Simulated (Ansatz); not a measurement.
# BClGeH₄: one species, many methods

Aim: compute BClGeH₄ with functionals from several rungs and with coupled cluster, and see how far each lands from CCSD(T) at the basis-set limit for the atomisation energy.

The runs use Ansatz 0.2.0, Gaussian basis; functionals in def2-TZVPP, the program's frozen cores in correlated methods.

The runs, in order: LDA (SPW92), PBE-D4, revPBE-D4, BLYP-D4, r2SCAN-D4, B97M-V, PBE0-D4, B3LYP-D4, r2SCANh-D4, r2SCAN0-D4, HSE06-D4, BHLYP-D4, CAM-B3LYP-D4, LC-ωPBE, ωB97X-V, ωB97M-V, B2PLYP, PBE-QIDH; CCSD(T)/def2-SVP; CCSD(T)/def2-TZVPP; MP2/def2-QZVPP; extrapolation to the limit; RPA on PBE.

### Step 1. The relaxed structure

An earlier PBE0-D4 in a triple-zeta def2 set relaxation fixed the geometry.

SMILES `[BH2][GeH2][Cl]`, 7 atoms, charge 0, spin multiplicity 1.

Atoms are counted from 1 here; the program's logs count them from 0.

Bond lengths: B1–Ge2 2.053 Å, B1–H4 1.195 Å, B1–H5 1.191 Å, Ge2–Cl3 2.168 Å, Ge2–H6 1.539 Å, Ge2–H7 1.539 Å. Angles: Ge2–B1–H4 118.7°, Ge2–B1–H5 121.6°, H4–B1–H5 119.7°, B1–Ge2–Cl3 111.0°, B1–Ge2–H6 112.7°, B1–Ge2–H7 112.7°, Cl3–Ge2–H6 105.7°, Cl3–Ge2–H7 105.7°, H6–Ge2–H7 108.6°.

Coordinates:

| atom | x (Å) | y (Å) | z (Å) |
| --- | --- | --- | --- |
| B1 | -1.0483 | -0.0560 | -0.7381 |
| Ge2 | 0.6142 | -0.1222 | 0.4653 |
| Cl3 | 1.6482 | 1.7838 | 0.4698 |
| H4 | -1.7207 | -1.0377 | -0.8434 |
| H5 | -1.3524 | 0.9336 | -1.3275 |
| H6 | 0.2698 | -0.4127 | 1.9373 |
| H7 | 1.6504 | -1.1570 | -0.0092 |

### Step 2. LDA

This LDA is Slater exchange with PW92 correlation.

in.yaml reads:

```yaml
crystal:
  periodic: [false, false, false]
  atoms:
    - {symbol: B, position_ang: [-1.048285, -0.055985, -0.738103]}
    - {symbol: Ge, position_ang: [0.614229, -0.122182, 0.465330]}
    - {symbol: Cl, position_ang: [1.648221, 1.783827, 0.469764]}
    - {symbol: H, position_ang: [-1.720651, -1.037663, -0.843436]}
    - {symbol: H, position_ang: [-1.352414, 0.933573, -1.327487]}
    - {symbol: H, position_ang: [0.269785, -0.412697, 1.937311]}
    - {symbol: H, position_ang: [1.650415, -1.156972, -0.009180]}
basis:
  gaussian: {orbitals: def2-TZVPP}
hamiltonian: {xc: lda}
output: {orbitals: {seedname: orbitals}}
```

Started as:

```
$ ansatz run in.yaml --threads 2 --pin off --events-out ev --progress --plain --max-ram 4352MiB
```

The runs that follow: PBE-D4 (GGA); revPBE-D4 (GGA); BLYP-D4 (GGA); r2SCAN-D4 (meta-GGA); B97M-V (meta-GGA); B3LYP-D4 (hybrid); r2SCANh-D4 (hybrid); r2SCAN0-D4 (hybrid); HSE06-D4 (hybrid); BHLYP-D4 (hybrid); CAM-B3LYP-D4 (range-separated); LC-ωPBE (range-separated); ωB97X-V (range-separated); ωB97M-V (range-separated); B2PLYP (double hybrid); PBE-QIDH (double hybrid); CCSD(T) in def2-SVP; CCSD(T) in def2-TZVPP; MP2 in def2-QZVPP; RPA on PBE orbitals.

**Question.** What will the summary of the whole plan be? Wanted: atomisation energy, CCSD(T)/CBS; farthest beyond LDA; mean size of error, GGA; mean size of error, meta-GGA; mean size of error, hybrid; mean size of error, range-separated; mean size of error, double hybrid; gap, smallest and largest; T1 diagnostic.

The runs gave:

```
                               quantity                                                                                                             value
        atomisation energy, CCSD(T)/CBS                                                                                                         20.566 eV
    functionals within 0.206 eV (1.0 %)  PBE-D4, r2SCAN-D4, PBE0-D4, B3LYP-D4, r2SCANh-D4, r2SCAN0-D4, HSE06-D4, CAM-B3LYP-D4, ωB97X-V, ωB97M-V, PBE-QIDH
                    farthest beyond LDA                                                                                             revPBE-D4 (-0.456 eV)
                mean size of error, GGA                                                                                                          0.285 eV
           mean size of error, meta-GGA                                                                                                          0.252 eV
             mean size of error, hybrid                                                                                                          0.108 eV
    mean size of error, range-separated                                                                                                          0.105 eV
      mean size of error, double hybrid                                                                                                          0.163 eV
              gap, smallest and largest                                                                         2.92 eV (LDA (SPW92)), 10.44 eV (LC-ωPBE)
                          T1 diagnostic                                                                                                            0.0106
triples share of the correlation energy                                                                                                             3.5 %
```

**Reading.** The LDA atomisation energy is off by 2.428 eV (12 %): it overbinds. PBE-D4 misses by -0.050 eV. Double hybrids carry the basis error of their MP2 part in triple zeta, and no dispersion term here, so their miss is partly the set-up's. The rungs range-separated, hybrid, double hybrid miss on average by less than the doubt on the reference (0.206 eV), so they tie. Misses under about 0.206 eV are within the doubt on the reference itself, which lacks core-valence correlation, relativity and higher excitations, and its outer-core shells are covered unevenly. Hartree-Fock recovers 77 % of the binding; the rest is correlation. CCSD(T) in def2-SVP is off by -1.284 eV, so the small basis spoils what the method gains. The gap grows from 2.9 to 10.4 eV across the functionals, mostly with the share of exact exchange. Correlated methods include outer-core shells of Ge, which these sets cover unevenly.
